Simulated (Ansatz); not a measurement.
NaLaMnMoO6:

```
CELL_PARAMETERS angstrom
4.72242 -2.73688 0.00000
4.72242 2.73688 0.00000
-3.17602 0.00000 4.47137
ATOMIC_POSITIONS crystal
Na 0.25021 0.25021 0.74459
La 0.75117 0.75117 0.25707
Mn 0.49918 0.49918 0.49917
Mo 0.00110 0.00110 0.00114
O 0.28503 0.78106 0.28520
O 0.78106 0.28503 0.28520
O 0.25187 0.25187 0.18775
O 0.74777 0.74777 0.81124
O 0.21883 0.71407 0.71525
O 0.71407 0.21883 0.71525
```

The cell was built by a generator and needn't be a form met in nature.

```yaml
Program: Ansatz 0.2.0
Task: relaxation of cell and atoms
Functional: r2SCAN
Dispersion: rVV10
Potentials_or_basis: Ansatz PAW
Cutoff: "500 eV (not typed: the program's choice for these potentials)"
k_mesh: 5 × 5 × 5
Occupations: fermi-dirac, width 0.05 eV
Spin: collinear spin, ferromagnetic start
Starting_moments: "[0.0, 0.0, 4.0, 1.0, 0.0, 0.0, 0.0, 0.0, 0.0, 0.0] μB"
```

At the start: volume 11.56 Å³/atom.

Where does the relaxation end?

It ends after 16 steps and the volume is 12.10 Å³/atom (+4.7 %); space group Cm (No. 8, to 0.05 Å); moment 4.97 μB per cell.

Step by step:
| step | energy change (eV) | largest force (eV/Å) | volume (Å³) |
| --- | --- | --- | --- |
| 1 | 0.0000 | 0.5047 | 115.58 |
| 2 | -0.0315 | 0.2081 | 114.02 |
| 3 | -0.0428 | 0.1186 | 114.51 |
| 4 | -0.0671 | 0.2172 | 115.74 |
| 5 | -0.0975 | 0.1470 | 116.81 |
| 6 | -0.1193 | 0.4184 | 118.77 |
| 7 | -0.1560 | 0.3160 | 119.98 |
| 8 | -0.1727 | 0.2074 | 121.15 |
| 9 | -0.1799 | 0.1591 | 120.53 |
| 10 | -0.1822 | 0.1065 | 120.74 |
| 11 | -0.1826 | 0.1051 | 121.38 |
| 12 | -0.1846 | 0.0307 | 120.94 |
| 13 | -0.1848 | 0.0146 | 121.00 |
| 14 | -0.1849 | 0.0154 | 121.01 |
| 15 | -0.1849 | 0.0045 | 121.01 |
| 16 | -0.1881 | 0.0044 | 121.01 |

Final structure:
```xyz
10
Lattice="4.8049 -2.7790 0.0088 4.8049 2.7790 0.0088 -3.2231 0.0000 4.5253" Properties=species:S:1:pos:R:3 pbc="T T T"
Na    0.0623    0.0000    3.3737
La    6.3939    0.0000    1.2179
Mn    3.2041    0.0000    2.3266
Mo    0.0366    0.0000    0.0255
O     4.3253    1.4198    1.2689
O     4.3253   -1.4198    1.2689
O     1.7964    0.0000    0.6673
O     4.5550    0.0000    3.8785
O     2.0191    1.4491    3.2123
O     2.0191   -1.4491    3.2123
```

Caveat: the magnetic or orbital state may not be the lowest; the plane-wave basis is chosen anew once the cell has moved, so the energies of steps on either side of that aren't comparable; a cell with one magnetic atom can't hold antiferromagnetic order, which such compounds often take; the PAW data sets come from PBE, with cores solved anew for the run's functional, which leaves a small shift of forces and pressure; the starting moments weren't kept.
